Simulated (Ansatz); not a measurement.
# One shape, several levels: doublet CH4BFOSi+

We compute a comparison of 6 runs (UHF/def2-SVP, U-r2SCAN/def2-SVP, UB2PLYP/def2-SVP, UPBE-QIDH/def2-SVP, USVWN5/def2-SVP, UMP2/def2-SVP) of doublet CH4BFOSi+. 

Program for the calculation: Ansatz 0.2.0.

152 further runs of the same task are left out: 152 set aside as unsound or not needed.

## 1. The molecule

The species is CH4BFOSi+ (9 atoms), meant as a doublet with charge +1. SMILES of the parent species: `O=CB[SiH2]F`. Geometry: relaxed at PBE0-D4/def2-TZVP. This is one conformer, not always the lowest. That shape belongs to the parent species and isn't relaxed for this state.

Bond lengths: O1–C2 1.227 Å, C2–B3 1.522 Å, B3–Si4 2.001 Å, Si4–F5 1.610 Å, C2–H6 1.099 Å, B3–H7 1.195 Å, Si4–H8 1.489 Å, Si4–H9 1.486 Å. Some angles: O1–C2–B3 90.0°, C2–B3–Si4 120.9°, B3–Si4–F5 110.9°, O1–C2–H6 122.9°, B3–C2–H6 147.1°, C2–B3–H7 117.0°, Si4–B3–H7 122.0°, B3–Si4–H8 109.8°, B3–Si4–H9 112.6°, F5–Si4–H8 107.4°.

## 2. A single-point energy at UHF/def2-SVP (run 1)

in.yaml reads:

```yaml
crystal:
  periodic: [false, false, false]
  atoms:
    - {symbol: O, position_ang: [-0.789500, 0.780400, 1.703800]}
    - {symbol: C, position_ang: [-0.128300, 1.442100, 0.910400]}
    - {symbol: B, position_ang: [0.628100, 0.188700, 0.495800]}
    - {symbol: Si, position_ang: [-0.077200, -1.007600, -0.945000]}
    - {symbol: F, position_ang: [-1.360800, -0.349200, -1.659700]}
    - {symbol: H, position_ang: [-0.262400, 2.525000, 0.778500]}
    - {symbol: H, position_ang: [1.608700, -0.084900, 1.121700]}
    - {symbol: H, position_ang: [0.964000, -1.202600, -1.991900]}
    - {symbol: H, position_ang: [-0.494200, -2.338100, -0.430900]}
basis:
  gaussian: {orbitals: def2-SVP}
accuracy: high
output: {orbitals: {seedname: orbitals}}
total_charge: 1
hamiltonian: {xc: hf}
magnetization: {spin_polarized: true, initial_magnetization: 1}
```

The run is started by

```console
$ ansatz run in.yaml --threads 1 --pin off --max-ram 3480MiB --events-out events.jsonl --progress --plain --runs-dir runs
```

Standard output:

```text
Warning: RAYON_NUM_THREADS=1 ignored (pool sized by the plan → 1); use --threads N
Functional definition: HF
  name "HF"
  exchange = exact_x
  correlation = 0
2117 factors; integrals over basis functions are off by at most 3.7e-9 eV
mean field evaluation 1: about -14345.5655 eV, gradient 4.0e1 eV
mean field evaluation 2: about -14345.6791 eV, gradient 4.0e1 eV
mean field evaluation 4: about -14352.5598 eV, gradient 4.9e0 eV
mean field evaluation 8: about -14352.9902 eV, gradient 1.3e0 eV
mean field evaluation 16: about -14353.6400 eV, gradient 9.4e-2 eV
mean field evaluation 32: about -14353.4518 eV, gradient 9.6e-1 eV
mean field evaluation 64: about -14353.0218 eV, gradient 1.5e0 eV
mean field evaluation 96: about -14353.3954 eV, gradient 1.5e0 eV
mean field evaluation 128: about -14353.5619 eV, gradient 2.4e0 eV
mean field -14353.64016648 eV, -527.4865468716 hartree, gradient 1.7e-8 eV, S^2 0.782797; 2 other end points of the search recorded, 0 dependent functions left out
reference -14353.64016648 eV, -527.4865468716 hartree; 23, 22 occupied and 71, 72 virtual orbitals, 2117 factors
Total energy: -14353.64016648 eV, -527.4865468716 hartree
```

Wall time 9.3 s (1 thread of Arm Neoverse V2, shared host); peak memory 0.5 GiB.

## 3. The energy at U-r2SCAN/def2-SVP (run 2)

molecule.yaml reads:

```yaml
crystal:
  periodic: [false, false, false]
  atoms:
    - symbol: O
      position_ang: [-0.789500, 0.780400, 1.703800]
    - symbol: C
      position_ang: [-0.128300, 1.442100, 0.910400]
    - symbol: B
      position_ang: [0.628100, 0.188700, 0.495800]
    - symbol: Si
      position_ang: [-0.077200, -1.007600, -0.945000]
    - symbol: F
      position_ang: [-1.360800, -0.349200, -1.659700]
    - symbol: H
      position_ang: [-0.262400, 2.525000, 0.778500]
    - symbol: H
      position_ang: [1.608700, -0.084900, 1.121700]
    - symbol: H
      position_ang: [0.964000, -1.202600, -1.991900]
    - symbol: H
      position_ang: [-0.494200, -2.338100, -0.430900]
basis:
  gaussian:
    orbitals: def2-SVP
total_charge: 1
magnetization:
  spin_polarized: true
  initial_magnetization: 1
hamiltonian:
  xc: {name: r2SCAN}
accuracy: high
output: {orbitals: {seedname: orbitals}}
```

The run is started by

```console
$ ansatz run molecule.yaml --threads 1 --pin off --max-ram 3480MiB --events-out events.jsonl --progress --plain --runs-dir runs
```

Standard output:

```text
Warning: RAYON_NUM_THREADS=1 ignored (pool sized by the plan → 1); use --threads N
Functional definition: r2SCAN
  name "r2SCAN"
  parameter k0 = 0.174
  parameter k1 = 0.065
  parameter a1 = 4.9479
  exchange = r2scan_x(k0 = k0, k1 = k1, a1 = a1)
  correlation = r2scan_c
2117 factors; integrals over basis functions are off by at most 3.7e-9 eV
mean field evaluation 1: about -14382.9226 eV, gradient 5.7e1 eV
mean field evaluation 2: about -14184.7751 eV, gradient 1.8e2 eV
mean field evaluation 4: about -14387.4619 eV, gradient 4.8e1 eV
mean field evaluation 8: about -14398.0963 eV, gradient 2.2e0 eV
mean field evaluation 16: about -14398.1302 eV, gradient 5.8e-3 eV
mean field evaluation 32: about -14398.1302 eV, gradient 2.9e-7 eV
mean field -14398.13015810 eV, -529.1215239069 hartree, gradient 3.9e-8 eV, S^2 0.767477; 4 other end points of the search recorded, 0 dependent functions left out
reference -14398.13016019 eV, -529.1215239839 hartree; 23, 22 occupied and 71, 72 virtual orbitals, 2117 factors
Total energy: -14398.13016019 eV, -529.1215239839 hartree
```

Wall time 49 s (1 thread of Arm Neoverse V2, shared host); peak memory 0.47 GiB.

Run 3 isn't shown in full; the table further down has it.

## 4. A single-point energy at UPBE-QIDH/def2-SVP (run 4)

Changes to in.yaml since step 2:

```diff
@@ -1 +1,3 @@
+basis:
+  gaussian: {orbitals: def2-SVP}
 crystal:
@@ -12,8 +14,7 @@
     - {symbol: H, position_ang: [-0.494200, -2.338100, -0.430900]}
-basis:
-  gaussian: {orbitals: def2-SVP}
-accuracy: high
+magnetization: {spin_polarized: true, initial_magnetization: 1}
+correlation: {frozen_orbitals: {B: 1, C: 1, F: 1, H: 0, O: 1, Si: 5}}
+hamiltonian: {xc: {name: PBE-QIDH}}
 output: {orbitals: {seedname: orbitals}}
 total_charge: 1
-hamiltonian: {xc: hf}
-magnetization: {spin_polarized: true, initial_magnetization: 1}
+accuracy: high
```

The run is started by

```console
$ ansatz run in.yaml --threads 1 --pin off --max-ram 3480MiB --events-out events.jsonl --progress --plain --runs-dir runs
```

Standard output, shortened:

```text
Warning: RAYON_NUM_THREADS=1 ignored (pool sized by the plan → 1); use --threads N
Functional definition: PBE-QIDH
  name "PBE-QIDH"
[...]
2117 factors; integrals over basis functions are off by at most 3.7e-9 eV
[...]
mean field -14379.50728104 eV, -528.4371457980 hartree, gradient 3.1e-8 eV, S^2 0.776933; 2 other end points of the search recorded, 0 dependent functions left out
9 core orbitals not correlated: weight in the atoms' cores, before any rotation towards them, 1.000 or more for the frozen orbitals, at most 0.000 for the correlated occupied ones
reference -14379.50728210 eV, -528.4371458372 hartree; 14, 13 occupied and 71, 72 virtual orbitals, 2117 factors
second order -19.57911346 eV of doubles, -0.00000000 eV of singles
Total energy: -14386.03365326 eV, -528.6769855534 hartree
```

Wall time 26 s (1 thread of Arm Neoverse V2, shared host); peak memory 0.46 GiB.

Run 5 isn't shown in full; the table further down has it.

## 5. The energy at UMP2/def2-SVP (run 6)

input.yaml reads:

```yaml
crystal:
  periodic: [false, false, false]
  atoms:
    - {symbol: O, position_ang: [-0.789500, 0.780400, 1.703800]}
    - {symbol: C, position_ang: [-0.128300, 1.442100, 0.910400]}
    - {symbol: B, position_ang: [0.628100, 0.188700, 0.495800]}
    - {symbol: Si, position_ang: [-0.077200, -1.007600, -0.945000]}
    - {symbol: F, position_ang: [-1.360800, -0.349200, -1.659700]}
    - {symbol: H, position_ang: [-0.262400, 2.525000, 0.778500]}
    - {symbol: H, position_ang: [1.608700, -0.084900, 1.121700]}
    - {symbol: H, position_ang: [0.964000, -1.202600, -1.991900]}
    - {symbol: H, position_ang: [-0.494200, -2.338100, -0.430900]}
basis:
  gaussian:
    orbitals: def2-SVP
total_charge: 1
magnetization:
  spin_polarized: true
  initial_magnetization: 1
correlation:
  method: mp2
  frozen_orbitals: {B: 1, C: 1, F: 1, H: 0, O: 1, Si: 5}
accuracy: high
```

The run is started by

```console
$ ansatz run input.yaml --threads 1 --pin off --max-ram 3480MiB --events-out events.jsonl --progress --plain --runs-dir runs
```

Standard output, shortened:

```text
Warning: RAYON_NUM_THREADS=1 ignored (pool sized by the plan → 1); use --threads N
[... 2 set-up lines as earlier in the session ...]
[...]
2117 factors; integrals over basis functions are off by at most 3.7e-9 eV
[...]
mean field -14353.64016648 eV, -527.4865468716 hartree, gradient 1.7e-8 eV, S^2 0.782797; 5 other end points of the search recorded, 0 dependent functions left out
9 core orbitals not correlated: weight in the atoms' cores, before any rotation towards them, 1.000 or more for the frozen orbitals, at most 0.000 for the correlated occupied ones
reference -14353.64016648 eV, -527.4865468716 hartree; 14, 13 occupied and 71, 72 virtual orbitals, 2117 factors
second order -16.83878798 eV of doubles, -0.00000000 eV of singles
Total energy: -14370.47895447 eV, -528.1053609163 hartree
```

Wall time 7.2 s (1 thread of Arm Neoverse V2, shared host); peak memory 0.37 GiB.

## 6. All runs side by side

```tsv
run	level	frozen core orbitals	energy (Eh)	HOMO energy (eV)	LUMO energy (eV)	⟨S²⟩	wall time
1	UHF/def2-SVP	–	-527.486547	-17.40	-7.42	0.783	9.3 s
2	U-r2SCAN/def2-SVP	–	-529.121524	-13.58	-13.08	0.767	49 s
3	UB2PLYP/def2-SVP	9	-528.915657	-15.39	-10.87	0.775	31 s
4	UPBE-QIDH/def2-SVP	9	-528.676986	-16.30	-9.97	0.777	26 s
5	USVWN5/def2-SVP	–	-526.288206	-13.34	-13.24	0.753	10 s
6	UMP2/def2-SVP	9	-528.105361	–	–	0.783	7.2 s
```

## 7. Results

| quantity | value |
| --- | --- |
| run 6: total energy | -528.10536 Eh |
| run 6: correlation energy (9 core orbitals frozen) | -618.8 mEh |
| run 6: ⟨S²⟩ of the reference determinant | 0.783 |

Totals of different functionals can't be ranked against each other. All runs together took 2.2 min, the longest 49 s.
